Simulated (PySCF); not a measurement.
# InSe₂⁻: relaxation and vibrations of the singlet

Where does singlet InSe₂⁻ go from a bent start, is the end point a minimum, and what are its modes, charges and moments?

Computed with PySCF 2.14.0. Level: PBE0, basis In def2-TZVPD with ECP28, Se def2-TZVPD, scalar-relativistic core potentials, no spin–orbit coupling, density fitting.

## 1. The starting structure

3 atoms, charge -1, spin multiplicity 1.

Bond lengths: In1–Se2 2.430 Å, In1–Se3 2.430 Å. Angles: Se2–In1–Se3 110.0°.

Z-matrix (Å, degrees; charge -1 multiplicity 1):
```
In
Se 1 2.4300
Se 1 2.4300 2 110.00
```

## 2. Relaxation: bent start, singlet

The steps below are one call of a driver around PySCF. For each, scf.py gives the equivalent set-up of the SCF; relaxations use the driver's own optimiser. Before each start the driver seeks the lowest SCF state from one or more starting densities and follows internal instabilities, so scf.py alone need not reach the same state.

The program finds C2v symmetry in the start, which this walk keeps. The walk stops when the largest gradient is under 0.0003 Eh/bohr and the energy has settled too.

scf.py reads:

```python
from pyscf import gto, scf, dft
mol = gto.M(atom='''
In     0.000000     0.000000    -0.810868
Se     1.990500    -0.000000     0.582932
Se    -1.990500     0.000000     0.582932''',
    basis={'In': 'def2-TZVPD', 'Se': 'def2-TZVPD'},
    ecp={'In': 'def2-TZVPD'},
    charge=-1, spin=0)
mf = dft.RKS(mol, xc='PBE0')
mf.grids.atom_grid = (50, 194)
aux = {'In': 'def2-universal-JKFIT', 'Se': 'def2-universal-JKFIT'}
mf = mf.density_fit(auxbasis=aux)
mf.kernel()
```

Steps of the walk:

```csv
step,energy (Eh),change (kJ/mol),largest symmetric gradient (Eh/bohr)
0,-4992.808299,0.00,0.03247
1,-4992.826817,-48.62,0.03070
2,-4992.847481,-102.87,0.02479
3,-4992.856817,-127.38,0.01588
4,-4992.861217,-138.93,0.01150
5,-4992.863170,-144.06,0.00219
6,-4992.863348,-144.53,0.00137
7,-4992.863362,-144.57,0.00009
8,-4992.863362,-144.57,0.00000
```

The walk took 50 s on 8 threads, shared host.

After 8 steps and 144.6 kJ/mol it ends at D∞h: In–Se 2.365 Å (×2); Se–In–Se 180.0°.

## 3. Vibrations and properties at this point

On the finer grid the gradient is checked again; gradients at displacements of ±0.01 bohr then give force constants and infrared intensities.

Edit scf.py of step 2 so:

```diff
@@ -3,3 +3,3 @@
-In     0.000000     0.000000    -0.810868
-Se     1.990500    -0.000000     0.582932
-Se    -1.990500     0.000000     0.582932''',
+In     0.000000     0.000000    -0.000000
+Se     2.365069     0.000000    -0.000000
+Se    -2.365069     0.000000     0.000000''',
@@ -10 +10 @@
-mf.grids.atom_grid = (50, 194)
+mf.grids.atom_grid = (75, 302)
```

The driver hands on the density of the step before, so the log starts near convergence.

Log of the central SCF (cycles and frontier levels):

```text
init E= -4992.86336183064
  HOMO = -0.073532355286372  LUMO = 0.0815880357063744  gap/eV = 4.22104
cycle= 1 E= -4992.86336183053  delta_E= 1.12e-10  |g|= 2.22e-05  |ddm|= 4.35e-05
  HOMO = -0.0735329636717257  LUMO = 0.0815885330738359  gap/eV = 4.22107
cycle= 2 E= -4992.86336183008  delta_E= 4.48e-10  |g|= 4.33e-05  |ddm|= 8.33e-05
  HOMO = -0.0735324827830257  LUMO = 0.0815883060376173  gap/eV = 4.22105
cycle= 3 E= -4992.86336183068  delta_E= -5.99e-10  |g|= 1.81e-06  |ddm|= 5.39e-05
  HOMO = -0.0735324916775159  LUMO = 0.0815882615676841  gap/eV = 4.22105
cycle= 4 E= -4992.86336183069  delta_E= -9.09e-12  |g|= 3.15e-07  |ddm|= 2.88e-06
  HOMO = -0.0735325347080856  LUMO = 0.0815882447428704  gap/eV = 4.22105
Extra cycle  E= -4992.86336183069  delta_E= -9.09e-13  |g|= 4.58e-07  |ddm|= 8.04e-07
converged SCF energy = -4992.86336183069
```

The whole step took 38 s.

Geometry: D∞h; In–Se 2.365 Å (×2); Se–In–Se 180.0°.

Harmonic modes (main isotopes):

```json
{"symmetry": "πu", "ω (cm⁻¹)": "79", "IR (km/mol)": "10.3"}
{"symmetry": "σg+", "ω (cm⁻¹)": "228", "IR (km/mol)": "0.0"}
{"symmetry": "σu+", "ω (cm⁻¹)": "350", "IR (km/mol)": "71.5"}
```

No imaginary mode, so this is a minimum.

Constants and moments:

* Dipole moment about the centre of mass: 0.00 D
* Highest occupied level: -2.00 eV
* Lowest empty level: 2.22 eV
* Rotational constants: 0.01886 cm⁻¹
* Zero-point energy: 4.4 kJ/mol
* Principal polarisabilities: 104.8, 104.8, 202.4 bohr³
* Principal traceless quadrupole moments about the centre of mass: -31.64, 15.82, 15.82 D Å
* Entropy at 298.15 K and 1 bar: 304.4 J/(mol K)
* Heat capacity Cp at 298.15 K: 59.6 J/(mol K)
* Enthalpy at 298.15 K above 0 K: 15.06 kJ/mol
* Rotational symmetry number: 2

Populations by atom (charges in e):

```csv
atom,Mulliken,Löwdin,polar tensor,Mayer order to In1
In1,0.68,-0.34,0.72,–
"Se2,3",-0.84,-0.33,-0.86,1.51
```

Outer orbital energies (eV). occupied: -13.22, -13.01, -5.98, -3.54, -2.68, -2.68, -2.00, -2.00; empty: 2.22, 3.13, 3.13, 3.18.

Mulliken populations on In1 (outside its core potential): s 2.98, p 7.15, d 10.14, f 0.05.

## 4. Results

| quantity | value |
| --- | --- |
| minimum | singlet, D∞h |
| geometry | In–Se 2.365 Å (×2); Se–In–Se 180.0° |
| wavenumbers (cm⁻¹) | 79 (πu), 228 (σg+), 350 (σu+) |
| dipole moment (centre of mass) | 0.00 D |
| highest occupied, lowest empty level | -2.00, 2.22 eV |
| polar-tensor charge of In1 | +0.72 e |
| zero-point energy | 4.4 kJ/mol |
| entropy at 298.15 K | 304.4 J/(mol K) |

**Reading.** From C2v at the start the molecule goes to a D∞h minimum. In the infrared the band at 350 cm⁻¹ (σu+, stretch) leads. Other starts or spin states, not run here, may lie lower. Modes under about 90 cm⁻¹ are uncertain by tens of cm⁻¹.

The search up to here took 91 s.
